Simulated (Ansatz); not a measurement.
# TaW2: from a guess to a relaxed structure

The task: take a trial cell of TaW2 to zero force and stress.

Method: DFT PBE, scalar-relativistic, plane waves, PAW, in Ansatz 0.2.0.

### Step 1. The system as given

It takes space group P6_3/mmc (No. 194, hexagonal). The conventional cell has a = 4.727 Å, b = 4.727 Å, c = 5.908 Å, α = 90.00°, β = 90.00°, γ = 120.00°. Ta (site symmetry -6m2) has 11 W at 2.73 to 3.10 Å in its first shell of neighbours. W (site symmetry -3m) has 8 W at 2.95 to 3.10 Å and 6 Ta at 3.10 Å in its first shell of neighbours. W (site symmetry -6m2) has 5 Ta at 2.73 to 2.95 Å and 6 W at 3.10 Å in its first shell of neighbours.

Coordinates:

```cif
data_structure
_symmetry_space_group_name_H-M 'P 1'
_symmetry_Int_Tables_number 1
_cell_length_a 4.7274
_cell_length_b 4.7274
_cell_length_c 5.9078
_cell_angle_alpha 90.000
_cell_angle_beta 90.000
_cell_angle_gamma 120.000
_cell_volume 114.34
loop_
_atom_site_label
_atom_site_type_symbol
_atom_site_fract_x
_atom_site_fract_y
_atom_site_fract_z
_atom_site_occupancy
Ta1 Ta 0.33333 0.66667 0.25000 1
Ta2 Ta 0.66667 0.33333 0.75000 1
W1 W 0.00000 0.00000 0.00000 1
W2 W 0.00000 0.00000 0.50000 1
W3 W 0.33333 0.66667 0.75000 1
W4 W 0.66667 0.33333 0.25000 1
```

The cell is invented: species swapped into a database cell of Sc2In (P6_3/mmc, No. 194), with W on the Sc sites and Ta on the In sites. Its size is a rough estimate.

### Step 2. The guess as it stands, on a coarse mesh

File input.yaml:

```yaml
crystal:
  lattice:
    - [4.72742452, 0.0, 0.0]
    - [-2.36371226, 4.09406973, 0.0]
    - [0.0, 0.0, 5.90783699]
  atoms:
    - { symbol: Ta, position: [0.33333333, 0.66666667, 0.25] }
    - { symbol: Ta, position: [0.66666667, 0.33333333, 0.75] }
    - { symbol: W, position: [0.0, 0.0, 0.0] }
    - { symbol: W, position: [0.0, 0.0, 0.5] }
    - { symbol: W, position: [0.33333333, 0.66666667, 0.75] }
    - { symbol: W, position: [0.66666667, 0.33333333, 0.25] }
basis:
  ecutwfc: 420
kpoints:
  mp_grid: { grid: [6, 6, 4] }
hamiltonian:
  xc: pbe
scf:
  occupations: { method: gaussian, width: 0.1 }
  lower_state_search: "off"
output:
  forces: true
  stress: true
  eigenvalues: true
```

Run with:

```console
$ ansatz run input.yaml --threads 1 --pin off --max-ram 2560MiB --backend cpu --events-out ev --progress --plain --runs-dir out
```

The session goes on with these runs: coarse relaxation; relaxation on the finer mesh.

**Question.** What will these runs give? Wanted: conventional cell; volume; energy over the elements; gap on the mesh.

As calculated:

```
                              quantity                                                                       value
symmetry at the end (tolerance 0.05 Å)                                              space group P6_3/mmc (No. 194)
                     conventional cell  a = 4.765 Å, b = 4.765 Å, c = 5.237 Å, α = 90.00°, β = 90.00°, γ = 120.00°
                                volume                                                               17.16 Å³/atom
              energy over the elements                                                               +0.42 eV/atom
                       gap on the mesh                                                                none (metal)
```

The space group P6_3/mmc (No. 194) is kept, and the volume per atom shrinks by 10.0 % from the first guess. The formation energy is positive, so the separate elements lie lower. No finished test with a distortion of lower symmetry is shown, so the end may be a saddle point. Spin-orbit coupling is left out for Ta, W.
